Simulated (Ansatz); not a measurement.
# YbZn: the cost of one run

Computed with Ansatz 0.2.0 (DFT PBEsol, scalar-relativistic, plane waves, PAW, unless a step's input says otherwise).

4 further runs of the same task are left out: 4 set aside as unsound or not needed.

## 1. The starting structure

Symmetry: Pm-3m, No. 221, cubic system. The conventional cell has a = 3.506 Å, b = 3.506 Å, c = 3.506 Å, α = 90.00°, β = 90.00°, γ = 90.00°. Yb (site symmetry m-3m) has 8 Zn at 3.04 Å as nearest neighbours. Zn (site symmetry m-3m) has 8 Yb at 3.04 Å as nearest neighbours.

Structure file:

```xyz
2
Lattice="3.5057 0.0000 0.0000 0.0000 3.5057 0.0000 0.0000 0.0000 3.5057" Properties=species:S:1:pos:R:3 pbc="T T T"
Yb    0.0000    0.0000    0.0000
Zn    1.7528    1.7528    1.7528
```

An earlier run at PBEsol left this cell at 21.542 Å³/atom and 0.00 GPa (10×10×10 mesh), no gap.

## 2. Electron-phonon coupling, resistivity and closed forms of Tc

The input, input.yaml:

```yaml
crystal:
  lattice:
    - [3.5056936723, 0.0, 0.0]
    - [0.0, 3.5056936723, 0.0]
    - [0.0, 0.0, 3.5056936723]
  atoms:
    - { symbol: Yb, position: [0.0, 0.0, 0.0] }
    - { symbol: Zn, position: [0.5, 0.5, 0.5] }
basis:
  ecutwfc: 420
  ecutrho_ratio: 4
kpoints:
  mp_grid: { grid: [10, 10, 10] }
hamiltonian:
  xc: pbesol
scf:
  occupations: { method: methfessel_paxton, width: 0.2 }
output: {}
phonons:
  supercell: [2, 2, 2]
  qpath:
    path:
      - [[0.0, 0.0, 0.0], [0.0, 0.5, 0.0], [0.5, 0.5, 0.0], [0.0, 0.0, 0.0], [0.5, 0.5, 0.5], [0.0, 0.5, 0.0]]
      - [[0.5, 0.5, 0.5], [0.5, 0.5, 0.0]]
    npoints: 6
  electrical_resistivity: { mesh: [20, 20, 20], temperatures: [50, 100, 200, 300, 500] }
  superconductivity: { mesh: [20, 20, 20], eliashberg_equations: false }
```

Run with:

```bash
$ ansatz run input.yaml --threads 8 --pin off --max-ram 15360MiB --backend cpu --events-out ev --progress --plain --runs-dir out
```

Q: Estimate wall time and peak memory on 8 threads of Intel Xeon 6975P-C (Granite Rapids), shared host.

About 2.4 min, with a peak of 9.7 GiB.
